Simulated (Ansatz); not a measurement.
The system is KFeAs2.

```xyz
4
Lattice="-1.9804 1.9804 6.3830 1.9804 -1.9804 6.3830 1.9804 1.9804 -6.3830" Properties=species:S:1:pos:R:3 pbc="T T T"
As    0.0000    0.0000    4.2222
As    0.0000    0.0000    8.5438
Fe    1.9804    0.0000    3.1915
K     0.0000    0.0000    0.0000
```

The cell comes from a database or a generator and needn't be the stable form of this composition.

Base run:

- Program: Ansatz 0.2.0
- Functional: PBE
- Potentials or basis: Ansatz PAW
- Cutoff: 420 eV (not typed: the program's choice for these potentials)
- k mesh: 9 × 9 × 9
- Occupations: fermi-dirac, width 0.05 eV
- Spin: collinear spin, ferromagnetic start
- Starting moments: [0.0, 0.0, 3.0, 0.0] μB
- Hubbard terms: Fe d U = 3 eV

Its results: band gap on the k mesh none (metal or under the smearing width); pressure 4.5 GPa; net moment 2.21 μB per cell; site moments As -0.08; Fe +2.31; K +0.00 μB; largest force 0.581 eV/Å.

**Question.** The run is repeated on the same cell with these changes: hubbard terms from Fe d U = 3 eV to Fe d U = 1 eV. What comes out?

**Answer.** Band gap on the k mesh none (metal or under the smearing width); pressure 1.2 GPa; net moment 1.30 μB per cell; site moments As -0.05; Fe +1.41; K -0.01 μB; largest force 0.144 eV/Å.

Caveats: the magnetic or orbital state may not be the lowest; a cell with one magnetic atom can't hold antiferromagnetic order, which such compounds often take; the U is typed as a test and isn't derived for this compound.
